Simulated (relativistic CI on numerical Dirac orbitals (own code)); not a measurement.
# Ta³¹⁺: how the levels respond to the fine-structure constant and the nuclear radius

How sensitive are the low transitions of Ta³¹⁺ to a change of α? Wanted is q = dE/dx with x = (α/α0)² − 1, and the field-shift factor by the mean square nuclear radius, for the lowest 30 levels.

The numbers are computed with relativistic CI on numerical Dirac orbitals (own code) version 2 (Dirac-Coulomb-Breit CI, KLI orbitals optimised for each configuration, derivatives by finite differences), except any that are marked as measured or tabulated.

### Step 1. The atom as given

| Quantity | Value |
| --- | --- |
| ion | Ta³¹⁺ (Ta XXXII) |
| nuclear charge | 73 |
| electrons | 42 |
| isotope | A = 181 |
| first configuration | [Kr] 4d6 |

Outer shells as boxes (Hund's rule):

[Kr] 4d6
```
[Kr] core
4d [↑↓][↑ ][↑ ][↑ ][↑ ]
```

### Step 2. The run

Settings, as recorded:

```ini
atom Ta  Z=73  charge=31  electrons=42
nucleus A=181  rms_radius_fm=5.3507
hamiltonian dirac-coulomb  breit=on  qed=off  c_scale=1
orbitals kli  potential=per-configuration
slater_scale 1
correlation none
mixing on
configurations
  [Kr] 4d6
  [Ar] 3d10 4s2 4p5 4d7
  [Ar] 3d10 4s2 4p4 4d8
  [Ar] 3d10 4s 4p6 4d7
  [Ar] 3d10 4p6 4d8
  [Kr] 4d5 5s
  [Ar] 3d10 4s 4p5 4d8
  [Kr] 4d5 5p
end
derivatives alpha2 +-0.01 radius +-1%
```

The program writes no log. Results of the run, from its result record (rounded, main fields):

```text
{
  "status": "converged",
  "levels [i, E_cm, J2, conf, term, w_term]": [
    [0, 0, 8, "4s2 4p6 4d6", "5D", 0.4067],
    [1, 20277.788, 4, "4s2 4p6 4d6", "3P", 0.4278],
    [2, 64469.015, 0, "4s2 4p6 4d6", "3P", 0.4622],
    [3, 104035.4, 6, "4s2 4p6 4d6", "5D", 0.709],
    [4, 116171.04, 8, "4s2 4p6 4d6", "5D", 0.3984],
    [5, 116643.48, 2, "4s2 4p6 4d6", "5D", 0.5521],
    [6, 143322.59, 10, "4s2 4p6 4d6", "3G", 0.5951],
    [7, 146316.05, 12, "4s2 4p6 4d6", "3H", 0.706],
    [8, 157179.57, 4, "4s2 4p6 4d6", "3F", 0.4907],
    [9, 162429.76, 6, "4s2 4p6 4d6", "3G", 0.2869],
    [10, 193292.31, 0, "4s2 4p6 4d6", "3P", 0.7918],
    [11, 196826.98, 4, "4s2 4p6 4d6", "3D", 0.3726],
    [12, 199446.16, 2, "4s2 4p6 4d6", "3P", 0.52],
    [13, 202212.13, 8, "4s2 4p6 4d6", "1G", 0.3684],
    [14, 212205.42, 6, "4s2 4p6 4d6", "3F", 0.5273],
    [15, 230929.05, 4, "4s2 4p6 4d6", "5D", 0.5032],
    [16, 240490.48, 0, "4s2 4p6 4d6", "5D", 0.5685],
    [17, 254855.54, 8, "4s2 4p6 4d6", "3H", 0.4126],
    [18, 264843.2, 6, "4s2 4p6 4d6", "3D", 0.2991],
    [19, 269807.42, 10, "4s2 4p6 4d6", "3H", 0.5956],
    [20, 284969.94, 6, "4s2 4p6 4d6", "3G", 0.466],
    [21, 285282.44, 12, "4s2 4p6 4d6", "1I", 0.7063],
    [22, 295414.05, 2, "4s2 4p6 4d6", "3P", 0.5189],
    [23, 304568.68, 4, "4s2 4p6 4d6", "3F", 0.3327],
    [24, 306103.12, 8, "4s2 4p6 4d6", "1G", 0.5398],
    [25, 337036.76, 4, "4s2 4p6 4d6", "3F", 0.7237],
    [26, 351242.88, 8, "4s2 4p6 4d6", "3F", 0.6176],
    [27, 374254.37, 2, "4s2 4p6 4d6", "3P", 0.6545],
    [28, 408416.26, 4, "4s2 4p6 4d6", "1D", 0.8433],
    [29, 421957.55, 8, "4s2 4p6 4d6", "1G", 0.4639]
  ],
  "sensitivity [i, q_alpha_cm, field_shift_GHz_per_fm2]": [
    [0, 0, 0],
    [1, 816.2, -0.6101],
    [2, 2.094e+04, 0.6297],
    [3, 1.291e+05, 3.331],
    [4, 1.16e+05, 3.231],
    [5, 1.301e+05, 3.202],
    [6, 1.196e+05, 3.423],
    [7, 1.2e+05, 3.632],
    [8, 1.23e+05, 2.533],
    [9, 1.257e+05, 3.277],
    [10, 1.136e+05, 2.688],
    [11, 1.468e+05, 3.945],
    [12, 1.326e+05, 3.449],
    [13, 1.341e+05, 3.905],
    [14, 1.229e+05, 3.38],
    [15, 2.421e+05, 5.817],
    [16, 2.44e+05, 6.526],
    [17, 2.469e+05, 6.441],
    [18, 2.414e+05, 6.134],
    [19, 2.496e+05, 6.842],
    [20, 2.531e+05, 6.665],
    [21, 2.472e+05, 7.12],
    [22, 2.392e+05, 5.894],
    [23, 2.465e+05, 5.628],
    [24, 2.423e+05, 6.576],
    [25, 2.488e+05, 6.861],
    [26, 2.586e+05, 7.086],
    [27, 3.76e+05, 9.221],
    [28, 2.438e+05, 6.857],
    [29, 3.672e+05, 9.741]
  ],
  "n_levels_all": 30,
  "configurations [conf, odd, states]": [
    ["4s2 4p6 4d6", 0, 210],
    ["4s2 4p5 4d7", 1, 720],
    ["4s2 4p4 4d8", 0, 675],
    ["4s 4p6 4d7", 0, 240],
    ["4p6 4d8", 0, 45],
    ["4s2 4p6 4d5 5s", 0, 504],
    ["4s 4p5 4d8", 1, 540],
    ["4s2 4p6 4d5 5p", 1, 1512]
  ]
}
```

It took 1.6 s on 1 thread, shared host.

The relative sensitivity K = 2q/E of the transition from the lowest level:

```
                          level  energy (cm⁻¹)  q (cm⁻¹)      K  field shift (GHz/fm²)
              4d6 [4d5/2^2] J=2          20278     816.2  0.081                  -0.61
              4d6 [4d5/2^2] J=0          64469     20940  0.649                   0.63
      4d6 [4d3/2^3 4d5/2^3] J=3         104035    129100  2.482                   3.33
      4d6 [4d3/2^3 4d5/2^3] J=4         116171    116000  1.997                   3.23
      4d6 [4d3/2^3 4d5/2^3] J=1         116643    130100  2.230                    3.2
      4d6 [4d3/2^3 4d5/2^3] J=5         143323    119600  1.669                   3.42
      4d6 [4d3/2^3 4d5/2^3] J=6         146316    120000  1.641                   3.63
      4d6 [4d3/2^3 4d5/2^3] J=2         157180    123000  1.565                   2.53
 4d6 [4d3/2^3 4d5/2^3] J=3 (ii)         162430    125700  1.547                   3.28
                   4d6 3P0 (ii)         193292    113600  1.175                   2.69
 4d6 [4d3/2^3 4d5/2^3] J=2 (ii)         196827    146800  1.492                   3.94
 4d6 [4d3/2^3 4d5/2^3] J=1 (ii)         199446    132600  1.330                   3.45
 4d6 [4d3/2^3 4d5/2^3] J=4 (ii)         202212    134100  1.326                    3.9
4d6 [4d3/2^3 4d5/2^3] J=3 (iii)         212205    122900  1.158                   3.38
      4d6 [4d3/2^2 4d5/2^4] J=2         230929    242100  2.097                   5.82
      4d6 [4d3/2^2 4d5/2^4] J=0         240490    244000  2.029                   6.53
      4d6 [4d3/2^2 4d5/2^4] J=4         254856    246900  1.938                   6.44
```

### Step 3. Outcome

| quantity | value |
| --- | --- |
| lowest level | 4d6 [4d5/2^2] J=4 |
| largest q in size, lowest 30 levels | 376000 cm⁻¹ (4d6 [4d3/2 4d5/2^5] J=1) |
| largest K in size within the lowest configuration | 2.48 (4d6 [4d3/2^3 4d5/2^3] J=3) |
| largest field-shift factor among them | 9.74 GHz/fm² (4d6 [4d3/2 4d5/2^5] J=4) |

**Reading.** Among these levels the largest q belongs to 4d6 [4d3/2 4d5/2^5] J=1, within the lowest configuration. K = 2q/E, the relative sensitivity of a level, hangs on the computed energy: between configurations that lie close it can be off by a factor of several.
